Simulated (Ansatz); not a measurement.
## Ge3Pd: equation of state with r2SCAN

The system is Ge3Pd.

```xyz
4
Lattice="4.1420 0.0000 0.0000 0.0000 4.1420 0.0000 0.0000 0.0000 4.1420" Properties=species:S:1:pos:R:3 pbc="T T T"
Pd    0.0000    0.0000    0.0000
Ge    2.0710    2.0710    0.0000
Ge    2.0710    0.0000    2.0710
Ge    0.0000    2.0710    2.0710
```

The cell comes from a database or a generator and needn't be the stable form of this composition.

```json
{"Program": "Ansatz 0.2.0", "Task": "equation of state", "Functional": "r2SCAN", "Potentials or basis": "Ansatz PAW", "Cutoff": "500 eV", "Density cutoff": "2000 eV", "k mesh": "7 × 7 × 7", "Occupations": "fermi-dirac, width 0.05 eV", "Spin": "no spin polarisation"}
```

```json
{
  "Equilibrium volume": "17.23 Å³/atom",
  "Bulk modulus": "99 GPa",
  "Pressure derivative of the bulk modulus": "5.4"
}
```

Energy against volume, from the lowest point:
```csv
volume (Å³/atom),energy (meV/atom)
16.700,4.78
17.055,0.00
17.410,0.01
17.766,4.27
18.121,12.25
18.476,23.44
18.831,37.49
```

All runs of the series together: 29 s on 2 threads of Arm Neoverse V2 (shared host).

Caveat: the PAW data sets were made with another functional, which shifts forces and pressure a little.
